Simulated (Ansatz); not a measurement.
This was printed by a script on Ansatz 0.2.0 through its Python package, for harmonic frequencies at the relaxed geometry of C2H4FGeN, SMILES C#[C][GeH]([NH2])[F]. What did the script look like? Level of theory (for the species named): B3LYP, def2-SVP basis, multiplicity 1, D4 dispersion.

```xyz
9

C     2.2924    0.1722   -0.6041
C     1.2206    0.1327   -0.0545
Ge   -0.4643    0.0702    0.8081
N    -1.8022   -0.2153   -0.4587
F    -0.4749   -1.2408    1.9761
H     3.2335    0.2070   -1.0867
H    -0.7210    1.4142    1.5361
H    -1.7258    0.5582   -1.1563
H    -1.5583   -1.0984   -0.9601
```

Running `python freq_c2h4fgen.py` prints:
```text
step   1  E = -62853.027247 eV  max force 0.7677 eV/A
step   2  E = -62853.125430 eV  max force 0.5621 eV/A
step   3  E = -62853.148398 eV  max force 0.3084 eV/A
step   4  E = -62853.161939 eV  max force 0.3178 eV/A
step   5  E = -62853.170830 eV  max force 0.1428 eV/A
step   6  E = -62853.155212 eV  max force 1.1467 eV/A
step   7  E = -62853.178473 eV  max force 0.0493 eV/A
step   8  E = -62853.180856 eV  max force 0.4263 eV/A
step   9  E = -62853.191556 eV  max force 0.1139 eV/A
step  10  E = -62853.191367 eV  max force 0.3957 eV/A
step  11  E = -62853.193217 eV  max force 0.1396 eV/A
step  12  E = -62853.200190 eV  max force 0.0936 eV/A
step  13  E = -62853.206416 eV  max force 0.4245 eV/A
step  14  E = -62853.245585 eV  max force 0.3099 eV/A
step  15  E = -62853.248981 eV  max force 0.5231 eV/A
step  16  E = -62852.921312 eV  max force 3.5767 eV/A
step  17  E = -62853.262603 eV  max force 0.0684 eV/A
step  18  E = -62853.263169 eV  max force 0.0503 eV/A
step  19  E = -62853.263351 eV  max force 0.0150 eV/A
step  20  E = -62853.263400 eV  max force 0.0071 eV/A
step  21  E = -62853.263413 eV  max force 0.0027 eV/A
final positions (A) and the move of each atom
C     2.45616    0.06513   -0.52416    0.2114
C     1.33272    0.11798   -0.06222    0.1133
Ge   -0.41725    0.21445    0.66604    0.2079
N    -1.60196   -0.02087   -0.68620    0.3601
F    -0.51721   -1.08082    1.84797    0.2093
H     3.44986    0.01697   -0.93208    0.3268
H    -0.70867    1.50362    1.43603    0.1348
H    -2.58707   -0.01910   -0.43132    1.2652
H    -1.40658   -0.79736   -1.31417    0.4889
mode  1     118.6 1/cm    14.70 meV
mode  2     146.5 1/cm    18.17 meV
mode  3     221.4 1/cm    27.45 meV
mode  4     238.1 1/cm    29.52 meV
mode  5     320.4 1/cm    39.72 meV
mode  6     342.9 1/cm    42.51 meV
mode  7     496.5 1/cm    61.56 meV
mode  8     526.9 1/cm    65.32 meV
mode  9     687.1 1/cm    85.19 meV
mode 10     696.8 1/cm    86.39 meV
mode 11     729.0 1/cm    90.38 meV
mode 12     748.1 1/cm    92.75 meV
mode 13     748.5 1/cm    92.80 meV
mode 14     784.0 1/cm    97.20 meV
mode 15     896.3 1/cm   111.13 meV
mode 16    1542.7 1/cm   191.28 meV
mode 17    2157.4 1/cm   267.49 meV
mode 18    2198.7 1/cm   272.60 meV
mode 19    3455.5 1/cm   428.42 meV
mode 20    3540.1 1/cm   438.91 meV
mode 21    3638.9 1/cm   451.16 meV
imaginary modes: 0  zero-point energy: 1.5023 eV
H(298 K) - E = 1.7205 eV
S(298 K, 1 bar) = 345.9 J/(mol K) with symmetry number 1
deuterated (1/cm): 107 133 177 209 300 322 403 506 517 565 593 594 675 680 696 1148 1565 2005 2559 2684 2692
zero-point energy falls by 0.3164 eV
```

One script that gives this output:

Script `freq_c2h4fgen.py`:
```python
"""Harmonic frequencies of C2H4FGeN at its relaxed geometry."""

import ansatz as az
from ase import Atoms
from ase.thermochemistry import IdealGasThermo
import numpy as np

GEOMETRY = """
C     2.29240    0.17220   -0.60410
C     1.22060    0.13270   -0.05450
Ge   -0.46430    0.07020    0.80810
N    -1.80220   -0.21530   -0.45870
F    -0.47490   -1.24080    1.97610
H     3.23350    0.20700   -1.08670
H    -0.72100    1.41420    1.53610
H    -1.72580    0.55820   -1.15630
H    -1.55830   -1.09840   -0.96010
"""


def main() -> None:
    c2h4fgen = az.Crystal.molecule()
    for line in GEOMETRY.strip().splitlines():
        symbol, *xyz = line.split()
        c2h4fgen = c2h4fgen.atom(symbol, [float(v) for v in xyz])

    job = c2h4fgen.calculation().basis(gaussian="def2-SVP").functional("B3LYP", dispersion="d4")
    symbols = [site.symbol for site in c2h4fgen.cartesian_sites]
    start = np.array([site.position_ang for site in c2h4fgen.cartesian_sites], dtype=float)
    def progress(event):
        if event["event"] == "relax_step":
            row = event["data"]
            print(f"step {row['step']:3d}  E = {row['lagrangian_ev']:.6f} eV  max force {row['allowed_force_max_ev_ang']:.4f} eV/A")


    summary = job.relax(force_tolerance=0.003).session().plan().execute(on_event=progress).report
    end = np.array(summary["positions_ang"])

    print("final positions (A) and the move of each atom")
    for symbol, xyz, old in zip(symbols, end, start):
        print(f"{symbol:2s} {xyz[0]:10.5f} {xyz[1]:10.5f} {xyz[2]:10.5f}   {np.linalg.norm(xyz - old):7.4f}")

    # frequencies need a stationary point, so they are taken at the relaxed geometry
    minimum = az.Crystal.molecule()
    for symbol, xyz in zip(symbols, end):
        minimum = minimum.atom(symbol, xyz.tolist())
    vibrating = minimum.calculation()
    vibrating = vibrating.basis(gaussian="def2-SVP")
    vibrating = vibrating.functional("B3LYP", dispersion="d4")
    vibrating = vibrating.phonons(temperatures=(100, 500, 100))
    vib = vibrating.run().report["vibrations"]
    sums = vib["harmonic_sums"]
    modes = [m["omega_inv_cm"] for m in sums["modes_at_gamma"] if m["rigid_motion"] == "no"]
    for number, w in enumerate(modes, start=1):
        print(f"mode {number:2d} {w:9.1f} 1/cm {w / 8065.544 * 1000:8.2f} meV")
    print("imaginary modes:", sum(w < 0 for w in modes), " zero-point energy:", round(sums["zero_point_energy_ev"], 4), "eV")
    # rigid rotor and ideal gas, symmetry number taken as one
    gas = IdealGasThermo(vib_energies=[w / 8065.544 for w in modes if w > 0], geometry="linear" if len(modes) == 3 * len(symbols) - 5 else "nonlinear",
                         atoms=Atoms(symbols, positions=end), symmetrynumber=1, spin=0.0)
    print(f"H(298 K) - E = {gas.get_enthalpy(298.15, verbose=False):.4f} eV")
    print(f"S(298 K, 1 bar) = {96485.33 * gas.get_entropy(298.15, 1e5, verbose=False):.1f} J/(mol K) with symmetry number 1")

    # all hydrogen replaced by deuterium
    heavier = vibrating.phonons(masses={"H": 2.014102}).run().report["vibrations"]["harmonic_sums"]
    print("deuterated (1/cm):", " ".join(f"{m['omega_inv_cm']:.0f}" for m in heavier["modes_at_gamma"] if m["rigid_motion"] == "no"))
    print("zero-point energy falls by", round(sums["zero_point_energy_ev"] - heavier["zero_point_energy_ev"], 4), "eV")


if __name__ == "__main__":
    main()
```

Notes:
- The settings weren't tested for convergence.
- The frequencies are harmonic and unscaled, in a modest basis. The result belongs to the one conformer reached from this start, and soft torsions count as harmonic oscillators.
- b3lyp holds the VWN-RPA fit, as in Gaussian; the form of ORCA and Turbomole is b3lyp5.
- The entropy takes a symmetry number of 1; a symmetric molecule's is lower by R ln(sigma).
- The whole script took 8.8 min on 1 thread of Arm Neoverse V1 (shared host), peak memory 0.39 GiB.

(Lines on the test bed's own set-up are left out of the output.)
